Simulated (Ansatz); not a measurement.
# H4HfOS3: the cost of one run

Method: RKS PBE0-D4/def2-TZVP; program: Ansatz 0.2.0, Gaussian basis.

Plan: relaxation at PBE0-D4/def2-TZVP; harmonic vibrations at the same level; a single point in def2-TZVPP for the fields.

1 further run of the same task is left out (for a known fault of the program).

**1. The starting structure**

9 atoms, charge 0, spin multiplicity 1.

Atoms are counted from 1 here; the program's logs count them from 0.

Bond lengths: O1–Hf2 1.874 Å, O1–H6 0.965 Å, Hf2–S3 2.471 Å, Hf2–S4 2.505 Å, Hf2–S5 2.495 Å, S3–H7 1.326 Å, S4–H8 1.330 Å, S5–H9 1.326 Å. Angles: Hf2–O1–H6 119.1°, O1–Hf2–S3 147.9°, O1–Hf2–S4 90.9°, O1–Hf2–S5 90.6°, S3–Hf2–S4 95.2°, S3–Hf2–S5 94.7°, S4–Hf2–S5 158.8°, Hf2–S3–H7 96.9°, Hf2–S4–H8 94.0°, Hf2–S5–H9 93.8°.

Coordinates:

```xyz
9

O    -0.45812    1.52274   -1.02635
Hf   -0.00539   -0.04699   -0.10733
S     0.07638   -1.26472    2.04172
S    -2.08614   -1.17363   -0.93004
S     2.38759    0.65399   -0.03627
H    -1.26010    1.53739   -1.56199
H     1.30456   -0.89937    2.38478
H    -2.16864   -1.99105    0.11586
H     2.20986    1.66164   -0.88038
```

The start is a GFN2-xTB geometry. Hf takes the def2 core potential; no spin-orbit term is included.

**2. Relaxation at PBE0-D4/def2-TZVP**

in.yaml

```yaml
crystal:
  periodic: [false, false, false]
  atoms:
    - {symbol: O, position_ang: [-0.458120, 1.522740, -1.026350]}
    - {symbol: Hf, position_ang: [-0.005390, -0.046990, -0.107330]}
    - {symbol: S, position_ang: [0.076380, -1.264720, 2.041720]}
    - {symbol: S, position_ang: [-2.086140, -1.173630, -0.930040]}
    - {symbol: S, position_ang: [2.387590, 0.653990, -0.036270]}
    - {symbol: H, position_ang: [-1.260100, 1.537390, -1.561990]}
    - {symbol: H, position_ang: [1.304560, -0.899370, 2.384780]}
    - {symbol: H, position_ang: [-2.168640, -1.991050, 0.115860]}
    - {symbol: H, position_ang: [2.209860, 1.661640, -0.880380]}
basis:
  gaussian: {orbitals: def2-TZVP}
hamiltonian: {xc: pbe0, dispersion: d4}
relax: {f_tol: 0.005, max_steps: 150}
```

Launch:

```console
> ansatz run in.yaml --threads 4 --pin off --events-out ev --progress --plain --max-ram 10444MiB
```

Q: Estimate wall time and peak memory on 4 threads of Arm Neoverse V1, shared host.

About 4.3 min, with a peak of 0.68 GiB.
